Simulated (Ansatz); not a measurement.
# BiTe (R-3m) in Ansatz: equation of state

Aim: energy against volume of BiTe in PBE, for its equilibrium volume and stiffness.

Program: Ansatz 0.2.0. These are calculated values, not measurements. Logs are shortened: lines on timing, memory, paths and dates and some standing lists are left out, and cuts for length are marked.

## 1. The crystal as given

The structure is trigonal, space group R-3m (No. 166). Conventional cell: a = 4.845 Å, b = 4.845 Å, c = 9.952 Å, α = 90.00°, β = 90.00°, γ = 120.00°. Bi (site symmetry -3m) is surrounded by 6 Te at 3.25 Å. Te (site symmetry -3m) has 6 Bi at 3.25 Å as nearest neighbours.

The cell comes from a database or a generator and needn't be the stable form of this composition.

## 2. Equation of state, PBE

Potentials or basis: all-electron LAPW, scalar-relativistic.

No new run: the results of the series are fitted here.

Results:

```
Equilibrium volume                        : 33.84 Å³/atom
Bulk modulus at fixed shape and positions : 48 GPa
Pressure derivative of the bulk modulus   : 4.5
```

Energy against volume, from the lowest point:
```tsv
volume (Å³/atom)	energy (meV/atom)
31.701	22.71
32.376	10.21
33.050	2.82
33.725	0.00
34.399	1.28
35.074	6.22
35.748	14.45
```

Caveat: the cell was scaled at fixed shape and fractional positions, which overstates the stiffness of a crystal with free parameters, most of all of layers and chains.
